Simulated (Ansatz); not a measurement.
# C6H4F3+: energies up the ladder, part 2 of 2

Aim: energies up the ladder, for C6H4F3+, with the cost of each level. Charge +1.

Ansatz 0.2.0, Gaussian bases.

### Step 6. Single point, PBE-D4/def2-TZVPP

The input, input.yaml:

```yaml
crystal:
  periodic: [false, false, false]
  atoms:
    - { symbol: F, position_ang: [-0.76869243, -2.26202129, -0.31942661] }
    - { symbol: C, position_ang: [-0.0172314, -1.21972949, -0.27794056] }
    - { symbol: C, position_ang: [1.33227476, -1.27825351, -0.42487551] }
    - { symbol: C, position_ang: [2.05738878, -0.08852259, -0.27505132] }
    - { symbol: C, position_ang: [1.49661733, 1.16158197, 0.01900855] }
    - { symbol: C, position_ang: [0.14784395, 1.23098437, 0.16792288] }
    - { symbol: F, position_ang: [-0.46074499, 2.30977536, 0.51233017] }
    - { symbol: C, position_ang: [-0.7393989, 0.07882904, -0.15943345] }
    - { symbol: F, position_ang: [-1.85220639, 0.01874483, 0.58282722] }
    - { symbol: H, position_ang: [1.82792874, -2.22508549, -0.59906796] }
    - { symbol: H, position_ang: [3.1382342, -0.14493972, -0.3651207] }
    - { symbol: H, position_ang: [2.11497826, 2.03646115, 0.17624362] }
    - { symbol: H, position_ang: [-1.01323189, 0.29099539, -1.22423633] }
total_charge: 1
basis:
  gaussian: { orbitals: def2-TZVPP }
hamiltonian:
  xc: pbe
  dispersion: d4
```

Run with:

```console
ansatz run input.yaml --threads 4 --pin off --max-ram 10240MiB --backend cpu --events-out ev --progress --plain --runs-dir out
```

Output:

```text
Warning: RAYON_NUM_THREADS=4 ignored (pool sized by the plan → 4); use --threads N
Engine: ansatz 0.2.0, x86_64-unknown-linux-gnu
Functional definition: PBE
  parameter kappa = 0.804
  parameter beta = 0.06672455060314922
  exchange = pbe_x(kappa = kappa, mu = beta*pi^2/3)
  correlation = pbe_c(beta = beta)
1784 factors; their error is unknown
mean field evaluation 1: about -14404.2301 eV, gradient 8.3e1 eV
mean field evaluation 2: about -14390.5564 eV, gradient 1.1e2 eV
mean field evaluation 4: about -14418.5695 eV, gradient 9.1e0 eV
mean field evaluation 8: about -14418.7448 eV, gradient 3.8e-1 eV
mean field evaluation 16: about -14418.6897 eV, gradient 1.4e-2 eV
mean field -14418.68971877 eV, -529.8770738259 hartree, gradient 2.6e-5 eV, S^2 0.000000; 0 other end points of the search recorded, 0 dependent functions left out
reference -14418.68975546 eV, -529.8770751743 hartree; 33, 33 occupied and 302, 302 virtual orbitals, 1784 factors
Total energy: -14419.00530377 eV, -529.8886713609 hartree
```

Wall time 16 s (4 threads of AMD EPYC (Zen 3), shared host); peak memory 0.55 GiB.

### Step 7. Single point, r2SCAN-D4/def2-TZVPP

input.yaml, as its differences from that of step 6:

```diff
@@ -20,3 +20,3 @@
 hamiltonian:
-  xc: pbe
+  xc: r2scan
   dispersion: d4
```

Run with:

```console
ansatz run input.yaml --threads 4 --pin off --max-ram 10240MiB --backend cpu --events-out ev --progress --plain --runs-dir out
```

Output:

```text
Warning: RAYON_NUM_THREADS=4 ignored (pool sized by the plan → 4); use --threads N
[... 1 set-up line as earlier in the session ...]
Functional definition: r2SCAN
  parameter k0 = 0.174
  parameter k1 = 0.065
  parameter a1 = 4.9479
  exchange = r2scan_x(k0 = k0, k1 = k1, a1 = a1)
  correlation = r2scan_c
1784 factors; their error is unknown
mean field evaluation 1: about -14415.8344 eV, gradient 7.6e1 eV
mean field evaluation 2: about -14410.5805 eV, gradient 8.5e1 eV
mean field evaluation 4: about -14427.2823 eV, gradient 6.0e0 eV
mean field evaluation 8: about -14427.3698 eV, gradient 3.6e-1 eV
mean field evaluation 16: about -14427.3172 eV, gradient 1.2e-3 eV
mean field -14427.31717947 eV, -530.1941271589 hartree, gradient 1.5e-5 eV, S^2 0.000000; 0 other end points of the search recorded, 0 dependent functions left out
reference -14427.31718979 eV, -530.1941275380 hartree; 33, 33 occupied and 302, 302 virtual orbitals, 1784 factors
Total energy: -14427.39761832 eV, -530.1970832320 hartree
```

Run time: 20 s. Hardware: 4 threads of AMD EPYC (Zen 3), shared host; peak memory 0.58 GiB.

### Step 8. Single point, B3LYP-D4/def2-TZVPP

input.yaml, as its differences from that of step 7:

```diff
@@ -20,3 +20,3 @@
 hamiltonian:
-  xc: r2scan
+  xc: { name: B3LYP }
   dispersion: d4
```

Run with:

```console
ansatz run input.yaml --threads 4 --pin off --max-ram 10240MiB --backend cpu --events-out ev --progress --plain --runs-dir out
```

Output:

```text
Warning: RAYON_NUM_THREADS=4 ignored (pool sized by the plan → 4); use --threads N
[... 1 set-up line as earlier in the session ...]
Functional definition: B3LYP
  parameter a0 = 0.2
  parameter ax = 0.72
  parameter ac = 0.81
  exchange = (1 - a0 - ax)*slater_x + ax*b88_x + a0*exact_x
  correlation = (1 - ac)*vwn_rpa_c + ac*lyp_c
1784 factors; their error is unknown
mean field evaluation 1: about -14423.5065 eV, gradient 7.5e1 eV
mean field evaluation 2: about -14421.6389 eV, gradient 7.9e1 eV
mean field evaluation 4: about -14434.0566 eV, gradient 5.2e0 eV
mean field evaluation 8: about -14434.1151 eV, gradient 2.1e-1 eV
mean field evaluation 16: about -14434.1215 eV, gradient 1.1e-3 eV
mean field -14434.12151178 eV, -530.4441817591 hartree, gradient 2.0e-5 eV, S^2 0.000000; 0 other end points of the search recorded, 0 dependent functions left out
reference -14434.12176840 eV, -530.4441911897 hartree; 33, 33 occupied and 302, 302 virtual orbitals, 1784 factors
Total energy: -14434.62632217 eV, -530.4627331986 hartree
```

Wall time 19 s (4 threads of AMD EPYC (Zen 3), shared host); peak memory 0.87 GiB.

### Step 9. Single point, wB97M-V/def2-TZVPP

input.yaml, as its differences from that of step 8:

```diff
@@ -20,3 +20,2 @@
 hamiltonian:
-  xc: { name: B3LYP }
-  dispersion: d4
+  xc: { name: wB97M-V }
```

Run with:

```console
ansatz run input.yaml --threads 4 --pin off --max-ram 10240MiB --backend cpu --events-out ev --progress --plain --runs-dir out
```

Output, cut to the lines that bear on the results:

```text
Warning: RAYON_NUM_THREADS=4 ignored (pool sized by the plan → 4); use --threads N
[...]
Functional definition: wB97M-V
[...]
  gx(w, u) = 1 - cx + cx01*u + cx10*w
  gss(w, u) = css00 + css04*u^4 + css10*w + css20*w^2 + css43*w^4*u^3
  gos(w, u) = cos00 + cos10*w + (cos20 + cos21*u)*w^2 + (cos60 + cos61*u)*w^6
[...]
      + integral(e_c_pw_mod_opposite_spin*gos(b97_w_opposite, b97_u_opposite)) + vv10(b, c)
1784 factors; their error is unknown
398 factors; integrals over basis functions are off by at most 8.4e-6 eV
[...]
mean field -14429.89286039 eV, -530.2887816868 hartree, gradient 1.4e-5 eV, S^2 0.000000; 0 other end points of the search recorded, 0 dependent functions left out
reference -14429.89290303 eV, -530.2887832537 hartree; 33, 33 occupied and 302, 302 virtual orbitals, 1784 factors
Total energy: -14429.89290303 eV, -530.2887832537 hartree
```

It took 38 s on 4 threads of AMD EPYC (Zen 3), shared host; peak memory 1.1 GiB.

### Step 10. Single point, B2PLYP/def2-TZVPP

input.yaml, as its differences from that of step 9:

```diff
@@ -20,2 +20,2 @@
 hamiltonian:
-  xc: { name: wB97M-V }
+  xc: { name: B2PLYP }
```

Run with:

```console
ansatz run input.yaml --threads 4 --pin off --max-ram 10240MiB --backend cpu --events-out ev --progress --plain --runs-dir out
```

Output, cut to the lines that bear on the results:

```text
Warning: RAYON_NUM_THREADS=4 ignored (pool sized by the plan → 4); use --threads N
[...]
Functional definition: B2PLYP
[...]
2122 factors; integrals over basis functions are off by at most 1.2e-3 eV
[...]
mean field -14409.72023242 eV, -529.5474512823 hartree, gradient 5.7e-6 eV, S^2 0.000000; 0 other end points of the search recorded, 0 dependent functions left out
9 core orbitals not correlated: weight in the atoms' cores, before any rotation towards them, 1.000 or more for the frozen orbitals, at most 0.000 for the correlated occupied ones
reference -14409.72039725 eV, -529.5474573395 hartree; 24, 24 occupied and 302, 302 virtual orbitals, 2122 factors
second order -53.87967839 eV of doubles, -0.00000000 eV of singles
Total energy: -14424.26791041 eV, -530.0820685876 hartree
```

It took 36 s on 4 threads of AMD EPYC (Zen 3), shared host; peak memory 1.3 GiB.

### Step 11. Single point, PBE0-D4/def2-TZVPP

input.yaml, as its differences from that of step 10:

```diff
@@ -20,2 +20,3 @@
 hamiltonian:
-  xc: { name: B2PLYP }
+  xc: pbe0
+  dispersion: d4
```

Run with:

```console
ansatz run input.yaml --threads 4 --pin off --max-ram 10240MiB --backend cpu --events-out ev --progress --plain --runs-dir out
```

Output:

```text
Warning: RAYON_NUM_THREADS=4 ignored (pool sized by the plan → 4); use --threads N
[... 2 set-up lines as earlier in the session ...]
  parameter a = 0.25
[... 2 set-up lines as earlier in the session ...]
  exchange = (1 - a)*pbe_x(kappa = kappa, mu = beta*pi^2/3) + a*exact_x
[... 1 set-up line as earlier in the session ...]
1784 factors; their error is unknown
mean field evaluation 1: about -14410.2698 eV, gradient 6.7e1 eV
mean field evaluation 2: about -14410.2414 eV, gradient 6.6e1 eV
mean field evaluation 4: about -14418.8865 eV, gradient 4.1e0 eV
mean field evaluation 8: about -14418.9435 eV, gradient 7.3e-1 eV
mean field evaluation 16: about -14418.9442 eV, gradient 4.3e-5 eV
mean field -14418.94423196 eV, -529.8864270131 hartree, gradient 4.3e-5 eV, S^2 0.000000; 0 other end points of the search recorded, 0 dependent functions left out
reference -14418.94426000 eV, -529.8864280435 hartree; 33, 33 occupied and 302, 302 virtual orbitals, 1784 factors
Total energy: -14419.20929856 eV, -529.8961680308 hartree
```

Wall time 12 s (4 threads of AMD EPYC (Zen 3), shared host); peak memory 0.88 GiB.

### Step 12. Single point, LDA/def2-TZVPP

input.yaml, as its differences from that of step 11:

```diff
@@ -20,3 +20,2 @@
 hamiltonian:
-  xc: pbe0
-  dispersion: d4
+  xc: lda
```

Run with:

```console
ansatz run input.yaml --threads 4 --pin off --max-ram 10240MiB --backend cpu --events-out ev --progress --plain --runs-dir out
```

Output:

```text
Warning: RAYON_NUM_THREADS=4 ignored (pool sized by the plan → 4); use --threads N
[... 1 set-up line as earlier in the session ...]
Functional definition: SPW92
  exchange = slater_x
  correlation = pw_c
1784 factors; their error is unknown
mean field evaluation 1: about -14309.9353 eV, gradient 8.5e1 eV
mean field evaluation 2: about -14293.8931 eV, gradient 1.1e2 eV
mean field evaluation 4: about -14325.2043 eV, gradient 9.7e0 eV
mean field evaluation 8: about -14325.4027 eV, gradient 1.9e-1 eV
mean field evaluation 16: about -14325.3505 eV, gradient 1.8e-3 eV
mean field -14325.35048097 eV, -526.4469201044 hartree, gradient 3.0e-5 eV, S^2 0.000000; 0 other end points of the search recorded, 0 dependent functions left out
reference -14325.35051586 eV, -526.4469213864 hartree; 33, 33 occupied and 302, 302 virtual orbitals, 1784 factors
Total energy: -14325.35051586 eV, -526.4469213864 hartree
```

Run time: 6.3 s. Hardware: 4 threads of AMD EPYC (Zen 3), shared host; peak memory 0.55 GiB.

### Step 13. Single point, PBE0-D4/def2-SVP

input.yaml, as its differences from that of step 12:

```diff
@@ -18,4 +18,5 @@
 basis:
-  gaussian: { orbitals: def2-TZVPP }
+  gaussian: { orbitals: def2-SVP }
 hamiltonian:
-  xc: lda
+  xc: pbe0
+  dispersion: d4
```

Run with:

```console
ansatz run input.yaml --threads 4 --pin off --max-ram 10240MiB --backend cpu --events-out ev --progress --plain --runs-dir out
```

Output, cut to the lines that bear on the results:

```text
Warning: RAYON_NUM_THREADS=4 ignored (pool sized by the plan → 4); use --threads N
[... 7 set-up lines as earlier in the session ...]
1624 factors; their error is unknown
mean field evaluation 1: about -14395.9203 eV, gradient 5.6e1 eV
mean field evaluation 2: about -14395.5931 eV, gradient 5.7e1 eV
mean field evaluation 4: about -14402.2704 eV, gradient 2.5e0 eV
mean field evaluation 8: about -14402.2796 eV, gradient 9.9e-2 eV
mean field evaluation 16: about -14402.2585 eV, gradient 8.7e-5 eV
mean field -14402.25854997 eV, -529.2732395100 hartree, gradient 2.5e-5 eV, S^2 0.000000; 0 other end points of the search recorded, 0 dependent functions left out
reference -14402.25856967 eV, -529.2732402338 hartree; 33, 33 occupied and 113, 113 virtual orbitals, 1624 factors
Total energy: -14402.52360823 eV, -529.2829802212 hartree
```

It took 5 s on 4 threads of AMD EPYC (Zen 3), shared host; peak memory 0.34 GiB.

### Step 14. Single point, PBE-D4/def2-SVP

input.yaml, as its differences from that of step 13:

```diff
@@ -20,3 +20,3 @@
 hamiltonian:
-  xc: pbe0
+  xc: pbe
   dispersion: d4
```

Run with:

```console
ansatz run input.yaml --threads 4 --pin off --max-ram 10240MiB --backend cpu --events-out ev --progress --plain --runs-dir out
```

Output, cut to the lines that bear on the results:

```text
Warning: RAYON_NUM_THREADS=4 ignored (pool sized by the plan → 4); use --threads N
[... 6 set-up lines as earlier in the session ...]
1624 factors; their error is unknown
mean field evaluation 1: about -14391.5469 eV, gradient 6.7e1 eV
mean field evaluation 2: about -14382.3634 eV, gradient 8.9e1 eV
mean field evaluation 4: about -14402.0848 eV, gradient 5.5e0 eV
mean field evaluation 8: about -14402.1522 eV, gradient 8.8e-2 eV
mean field evaluation 16: about -14402.0294 eV, gradient 3.2e-4 eV
mean field -14402.02938113 eV, -529.2648177105 hartree, gradient 4.6e-5 eV, S^2 0.000000; 0 other end points of the search recorded, 0 dependent functions left out
reference -14402.02940984 eV, -529.2648187656 hartree; 33, 33 occupied and 113, 113 virtual orbitals, 1624 factors
Total energy: -14402.34495815 eV, -529.2764149521 hartree
```

Run time: 3.9 s. Hardware: 4 threads of AMD EPYC (Zen 3), shared host; peak memory 0.21 GiB.

### Step 15. Geometries side by side

```csv
level,F1–C2 (Å),C2–C3 (Å),C2–C8 (Å),rotational constants (MHz),highest frequency (cm⁻¹),CPU time
PBE0-D4/def2-TZVP,1.2856,1.3587,1.4906,"2350.6, 1716.1, 1009.9",-,10 min
PBE0-D4/def2-SVP,1.2826,1.3680,1.4933,"2332.2, 1715.9, 1005.3",3249,3.7 min
```

Constants are for the commonest isotopes at the equilibrium geometry; times are CPU times of the relaxations.

### Step 16. Total energies

```csv
level,energy (eV),CPU time
PBE-D4/def2-TZVPP,-14419.0053,37 s
r2SCAN-D4/def2-TZVPP,-14427.3976,59 s
B3LYP-D4/def2-TZVPP,-14434.6263,52 s
wB97M-V/def2-TZVPP,-14429.8929,2.1 min
B2PLYP/def2-TZVPP,-14424.2679,2 min
PBE0-D4/def2-TZVPP,-14419.2093,43 s
LDA/def2-TZVPP,-14325.3505,19 s
PBE0-D4/def2-SVP,-14402.5236,16 s
PBE-D4/def2-SVP,-14402.3450,12 s
```

### Step 17. What came out

This closing draws on all 2 parts.

| quantity | value |
| --- | --- |
| F1–C2 at PBE0-D4/def2-SVP | 1.283 Å |
| C2–C3 at PBE0-D4/def2-SVP | 1.368 Å |
| C2–C8 at PBE0-D4/def2-SVP | 1.493 Å |
| frequencies at PBE0-D4/def2-SVP | 105 to 3249 cm⁻¹ |
| energy at PBE-D4/def2-SVP | -14402.345 eV |

**Reading.** The F1–C2 distance spreads over 0.003 Å, from PBE0-D4/def2-SVP (shortest) to PBE0-D4/def2-TZVP. No mode is imaginary, so the geometry is a minimum. These totals serve in differences with atoms or fragments at the same level; alone they don't rank the methods.
